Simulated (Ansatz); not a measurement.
I need a projected density of states of AgRh, space group P-6m2. Use Ansatz 0.2.0, Python API. Level of theory: PBE, PAW, the default cutoff (420 eV here), 9×9×5 k-points, Fermi-Dirac smearing of 0.15 eV.

```
Ag Rh
1.0
     2.77759    0.00000    0.00000
    -1.38879    2.40546    0.00000
     0.00000    0.00000    4.80860
Ag Rh
1 1
Cartesian
  0.0000 0.0000 2.4043
  1.3888 0.8018 0.0000
```

`pdos_agrh.py`
```python
# -*- coding: utf-8 -*-
import warnings

import ansatz as az
import numpy as np

warnings.simplefilter("ignore", az.DeckWarning)

crystal = (
    az.Lattice.from_parameters(2.77759, 2.77759, 4.8086, alpha=90, beta=90, gamma=120)
    .space_group(187)
    .atom("Ag", (0.0, 0.0, 0.5))
    .atom("Rh", (2 / 3, 1 / 3, 0.0))
)

calculation = (
    crystal.calculation()
    .occupations("fermi_dirac", width=150 * az.meV)
    .scf(tolerance=1e-08)
    .functional("pbe")
    .kpoints(9, 9, 5)
    .scf(extra_bands=10)
    .density_of_states(projected=True, energy_step=0.05)
)
out = calculation.run(threads=1)
data = out.report

dos = out.density_of_states()
energy = np.asarray(dos.energies_ev) - dos.fermi_ev
curves = {}
for site in out.projected_density_of_states().sites:
    for shell in site.shells:
        weight = sum(np.sum(curve.g_bin_mean_per_ev, axis=0) for curve in shell.curves)
        name = f"{site.species} {shell.label}"
        curves[name] = curves.get(name, 0) + weight

step = energy[1] - energy[0]
windows = [(-6, -3), (-3, 0), (0, 4)]
print("states by shell in windows of E - E_F (eV):", windows)
for name, g in curves.items():
    print(f"{name:8s}", " ".join(f"{step * g[(energy >= a) & (energy < b)].sum():8.3f}" for a, b in windows))
filled = (energy < 0) & (energy > -6)
for name, g in curves.items():
    if g[filled].sum() * step > 0.5:
        print(f"centre of {name}: {np.average(energy[filled], weights=g[filled]):.2f} eV")
```

Running `python pdos_agrh.py` prints:
```text
states by shell in windows of E - E_F (eV): [(-6, -3), (-3, 0), (0, 4)]
Ag 4S       0.003    0.000    0.003
Ag 5S       0.536    0.184    0.463
Ag 4P       0.011    0.006    0.001
Ag 4D       8.066    1.728    0.116
Rh 4S       0.003    0.000    0.002
Rh 5S       0.444    0.316    0.360
Rh 4P       0.014    0.009    0.003
Rh 4D       1.957    6.436    1.421
centre of Ag 5S: -3.93 eV
centre of Ag 4D: -4.01 eV
centre of Rh 5S: -3.35 eV
centre of Rh 4D: -1.96 eV
```

Notes:
- Spin is left out of this run.
- The mesh is modest for a metal, so energies can be off by several to tens of meV an atom and pressures by half a GPa or more; differences at equal mesh fare better.
- This cell is a computed structure, which may not be the phase found in nature.
- Curves are summed over the cell's atoms. Only shells that the potentials hold have channels, so projections don't add up to the total, least of all where a shell is missing (p of most metals); heights and places of peaks move with the mesh.
- The density of states is complete only as far up as bands were computed.
- A band centre counts only the states inside the window taken.
- It ran for 4.4 s on 1 thread of Arm Neoverse V1 (shared host), peak memory 0.37 GiB.
